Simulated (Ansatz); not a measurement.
Set up this calculation in Ansatz 0.2.0, as the native input.

```
Task                  : relaxation of cell and atoms
Functional            : PBEsol
Potentials or basis   : Ansatz PAW
Cutoff                : 420 eV (not typed: the program's choice for these potentials)
k mesh                : 6 × 6 × 6
Occupations           : fermi-dirac, width 0.05 eV
Spin                  : no spin polarisation
Target pressure       : 30 GPa
Target pressure (GPa) : 30
```

The system is In3Se.

```xyz
4
Lattice="4.8038 0.0000 0.0000 0.0000 4.8038 0.0000 0.0000 0.0000 4.8038" Properties=species:S:1:pos:R:3 pbc="T T T"
In    2.4019    2.4019    0.0000
In    2.4019    0.0000    2.4019
In    0.0000    2.4019    2.4019
Se    0.0000    0.0000    0.0000
```

The cell comes from a database or a generator and needn't be the stable form of this composition.

The input as run:

input.yaml

```yaml
crystal:
  lattice:
    - [4.803758, 0.0, 0.0]
    - [0.0, 4.803758, 0.0]
    - [0.0, 0.0, 4.803758]
  atoms:
    - { symbol: In, position: [0.5, 0.5, 0.0] }
    - { symbol: In, position: [0.5, 0.0, 0.5] }
    - { symbol: In, position: [0.0, 0.5, 0.5] }
    - { symbol: Se, position: [0.0, 0.0, 0.0] }
hamiltonian:
  xc: pbesol
  pseudopotentials: { kind: paw }
kpoints:
  mp_grid: { grid: [6, 6, 6] }
scf:
  occupations: { method: fermi_dirac, width: 0.05 }
output:
  forces: true
  stress: true
  eigenvalues: true
  write_density: true
  write_potential: true
  elf: true
  volumetric_format: npy
relax:
  f_tol: 0.01
  max_steps: 40
  cell: { stress_tol: 0.05, p_target: 30.0 }
```

Potentials or basis: Ansatz PAW.

Command:

```sh
$ ansatz run input.yaml --threads 2 --pin off --max-ram 5632MiB --backend cpu --events-out ev --progress --plain --runs-dir out
```

It gave:

* Relaxed volume: 18.55 Å³/atom
* Relaxed cell: a = 4.202 Å, b = 4.202 Å, c = 4.202 Å, α = 90.00°, β = 90.00°, γ = 90.00°
* Space group after relaxing (to 0.05 Å): Pm-3m (No. 221)
* Energy change on relaxing (the enthalpy is what falls): +455.3 meV/atom
* Ionic steps: 7
* Pressure after relaxing: 30.0 GPa
* Band gap on the k mesh: none (metal or under the smearing width)

Caveat: the volume moved by over 15 % at a fixed basis, so the end points are rough; the plane-wave basis is chosen anew once the cell has moved, so the energies of steps on either side of that aren't comparable; the PAW data sets come from PBE, with cores solved anew for the run's functional, which leaves a small shift of forces and pressure.

It took 22 s on 2 threads of Arm Neoverse V1, with other jobs on the host, peak memory 0.43 GiB.
